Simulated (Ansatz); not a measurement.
# C2H6O2Si: a ladder of functionals and wavefunction methods

How much do the methods differ for C2H6O2Si? The plan is to run it at one geometry with functionals of several rungs and with coupled cluster. The yardstick is the atomisation energy at the CCSD(T) limit.

Program: Ansatz 0.2.0, Gaussian basis. Level of theory: functionals in def2-TZVPP, the program's frozen cores in correlated methods. These are calculated values, not measurements.

Levels to be run: LDA (SPW92), PBE-D4, revPBE-D4, BLYP-D4, r2SCAN-D4, B97M-V, PBE0-D4, B3LYP-D4, r2SCANh-D4, r2SCAN0-D4, HSE06-D4, BHLYP-D4, CAM-B3LYP-D4, LC-ωPBE, ωB97X-V, ωB97M-V, B2PLYP, PBE-QIDH; CCSD(T)/def2-SVP; CCSD(T)/def2-TZVPP; MP2/def2-QZVPP; extrapolation to the limit; RPA on PBE.

## (1) The relaxed structure

The geometry comes from an earlier relaxation with PBE0-D4 in a triple-zeta def2 set; it is a stationary point, not always the lowest conformer.

SMILES `OC1CO[SiH2]1`, 11 atoms, charge 0, spin multiplicity 1.

Atoms are counted from 1 here; the program's logs count them from 0.

Bond lengths: O1–C2 1.414 Å, O1–H6 0.960 Å, C2–C3 1.543 Å, C2–Si5 1.902 Å, C2–H7 1.096 Å, C3–O4 1.447 Å, C3–H8 1.093 Å, C3–H9 1.093 Å, O4–Si5 1.666 Å, Si5–H10 1.489 Å, Si5–H11 1.488 Å. Angles: C2–O1–H6 108.8°, O1–C2–C3 110.3°, O1–C2–Si5 119.8°, O1–C2–H7 111.5°, C3–C2–Si5 82.1°, C3–C2–H7 112.0°, Si5–C2–H7 117.2°, C2–C3–O4 102.6°, C2–C3–H8 114.1°, C2–C3–H9 110.2°, O4–C3–H8 109.5°, O4–C3–H9 110.6°, H8–C3–H9 109.7°, C3–O4–Si5 93.8°, C2–Si5–O4 81.4°, C2–Si5–H10 119.9°, C2–Si5–H11 116.2°, O4–Si5–H10 113.4° and more.

Geometry (Å):

```xyz
11
C2H6O2Si
O    -1.5311    0.9754    0.1448
C    -0.1673    0.6344    0.2931
C    -0.0297   -0.7314    0.9981
O     0.7024   -1.5148    0.0265
Si    0.7322   -0.2913   -1.1033
H    -1.5968    1.7423   -0.4290
H     0.3901    1.4219    0.8124
H     0.5323   -0.6947    1.9345
H    -1.0168   -1.1656    1.1771
H     2.1090    0.1171   -1.4966
H    -0.0591   -0.5505   -2.3371
```

## (2) LDA

This LDA is Slater exchange with PW92 correlation.

Contents of in.yaml:

```yaml
crystal:
  periodic: [false, false, false]
  atoms:
    - {symbol: O, position_ang: [-1.531091, 0.975447, 0.144756]}
    - {symbol: C, position_ang: [-0.167265, 0.634405, 0.293145]}
    - {symbol: C, position_ang: [-0.029740, -0.731369, 0.998057]}
    - {symbol: O, position_ang: [0.702443, -1.514786, 0.026467]}
    - {symbol: Si, position_ang: [0.732164, -0.291271, -1.103274]}
    - {symbol: H, position_ang: [-1.596840, 1.742254, -0.428967]}
    - {symbol: H, position_ang: [0.390090, 1.421903, 0.812360]}
    - {symbol: H, position_ang: [0.532323, -0.694669, 1.934489]}
    - {symbol: H, position_ang: [-1.016782, -1.165576, 1.177108]}
    - {symbol: H, position_ang: [2.108971, 0.117142, -1.496592]}
    - {symbol: H, position_ang: [-0.059072, -0.550479, -2.337050]}
basis:
  gaussian: {orbitals: def2-TZVPP}
hamiltonian: {xc: lda}
output: {orbitals: {seedname: orbitals}}
```

Command:

```sh
ansatz run in.yaml --threads 4 --pin off --events-out ev --progress --plain --max-ram 10444MiB
```

After this run come: PBE-D4 (GGA); revPBE-D4 (GGA); BLYP-D4 (GGA); r2SCAN-D4 (meta-GGA); B97M-V (meta-GGA); PBE0-D4 (hybrid); B3LYP-D4 (hybrid); r2SCANh-D4 (hybrid); r2SCAN0-D4 (hybrid); HSE06-D4 (hybrid); BHLYP-D4 (hybrid); CAM-B3LYP-D4 (range-separated); LC-ωPBE (range-separated); ωB97X-V (range-separated); ωB97M-V (range-separated); B2PLYP (double hybrid); PBE-QIDH (double hybrid); CCSD(T) in def2-SVP; CCSD(T) in def2-TZVPP; MP2 in def2-QZVPP; RPA on PBE orbitals.

**Question.** What will the summary of the whole plan be? Wanted: atomisation energy, CCSD(T)/CBS; farthest beyond LDA; mean size of error, GGA; mean size of error, meta-GGA; mean size of error, hybrid; mean size of error, range-separated; mean size of error, double hybrid; gap, smallest and largest; T1 diagnostic.

The runs gave:

| quantity | value |
| --- | --- |
| atomisation energy, CCSD(T)/CBS | 4169.8 kJ/mol |
| functionals within 20.8 kJ/mol (0.5 %) | BLYP-D4, r2SCAN-D4, B97M-V, PBE0-D4, HSE06-D4, CAM-B3LYP-D4, LC-ωPBE, ωB97X-V, ωB97M-V |
| farthest beyond LDA | BHLYP-D4 (-161.4 kJ/mol) |
| mean size of error, GGA | 44.1 kJ/mol |
| mean size of error, meta-GGA | 4.5 kJ/mol |
| mean size of error, hybrid | 50.7 kJ/mol |
| mean size of error, range-separated | 10.1 kJ/mol |
| mean size of error, double hybrid | 48.9 kJ/mol |
| gap, smallest and largest | 4.47 eV (LDA (SPW92)), 11.78 eV (LC-ωPBE) |
| T1 diagnostic | 0.0116 |
| triples share of the correlation energy | 3.8 % |

What this shows: LDA overbinds by 652.4 kJ/mol (16 %). PBE-D4 misses by +81.2 kJ/mol. Double hybrids carry the basis error of their MP2 part in triple zeta, and no dispersion term here, so their miss is partly the set-up's. The rungs meta-GGA, range-separated miss on average by less than the doubt on the reference (20.8 kJ/mol), so they tie. The reference freezes the cores and leaves out relativity and excitations past (T), so misses under about 20.8 kJ/mol can't be ranked. Hartree-Fock recovers 71 % of the binding; the rest is correlation. CCSD(T) in def2-SVP is off by -268.6 kJ/mol, which most functionals beat. The gap grows from 4.5 to 11.8 eV across the functionals, mostly with the share of exact exchange.
